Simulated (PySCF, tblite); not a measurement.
# C₃H₁₁PSi: infrared bands and NMR shifts

Aim: predict the infrared bands and NMR shifts of C₃H₁₁PSi (`CP(C)C[SiH3]`).

The runs use tblite 0.8.0 and PySCF 2.14.0, with density-fitted response routines of our own; the level of theory stands in each step. All values are computed, except where a source is named. Atoms are numbered from 0 throughout.

### 1 The starting structure

16 atoms, charge 0, multiplicity 1; geometry from: GFN2-xTB.

Bonds of the start (Å): C0–P1 1.85, P1–C2 1.85, P1–C3 1.85, C3–Si4 1.90, C0–H5 1.09, C0–H6 1.09, C0–H7 1.09, C2–H8 1.09, C2–H9 1.09, C2–H10 1.09, C3–H11 1.09, C3–H12 1.09, Si4–H13 1.47, Si4–H14 1.47, Si4–H15 1.46.

### 2 Infrared spectrum with GFN2-xTB

The job: settings as JSON, then the geometry in Å.

```
{"job": {"kind": "ir", "xc": "GFN2-xTB", "basis": "xTB"}, "charge": 0, "multiplicity": 1}
C     -1.713712    -1.329774    -0.628185
P     -0.620338    -0.569112     0.662793
C     -1.200320     1.177826     0.475303
C      0.935805    -0.459562    -0.339664
Si     2.326457     0.467407     0.569043
H     -1.405400    -2.361104    -0.792116
H     -2.740942    -1.331720    -0.266959
H     -1.659360    -0.780428    -1.568097
H     -2.232090     1.243346     0.816532
H     -0.590366     1.828263     1.098095
H     -1.140430     1.503445    -0.562894
H      1.253625    -1.487926    -0.524576
H      0.716929    -0.002751    -1.307712
H      3.570218     0.262156    -0.178871
H      2.038479     1.904275     0.607955
H      2.453847    -0.055399     1.927941
```

**Question.** This job is followed by: GIAO PBE0/pcSseg-1 NMR shielding, non-relativistic, gas phase. Predict these results of the whole session: strongest single infrared mode (GFN2-xTB); zero-point energy (GFN2-xTB); 13C shifts against TMS (PBE0/pcSseg-1, means over atoms taken as alike); 1H shifts against TMS (PBE0/pcSseg-1, means over atoms taken as alike); 31P shifts against H3PO4 (PBE0/pcSseg-1); 29Si shifts against TMS (PBE0/pcSseg-1).

**Answer**, as computed:

| quantity | value |
| --- | --- |
| strongest single infrared mode (GFN2-xTB) | 2240 cm⁻¹, 361 km/mol |
| zero-point energy (GFN2-xTB) | 78.2 kcal/mol |
| 13C shifts against TMS (PBE0/pcSseg-1, means over atoms taken as alike) | 21.7, 14.7 ppm |
| 1H shifts against TMS (PBE0/pcSseg-1, means over atoms taken as alike) | 3.91, 1.02, 0.51 ppm |
| 31P shifts against H3PO4 (PBE0/pcSseg-1) | -68.5 ppm |
| 29Si shifts against TMS (PBE0/pcSseg-1) | -76.5 ppm |

**Reading.** All 42 modes are real, so the xTB geometry is a minimum. The strongest single mode, at 2240 cm⁻¹, moves mainly H14. Unscaled tight-binding wavenumbers are off by several per cent, some by more. Its intensities can rank the bands wrongly. At PBE0/pcSseg-1: Shielding is most anisotropic at Si4 (span 68 ppm, paramagnetic term -454 ppm).
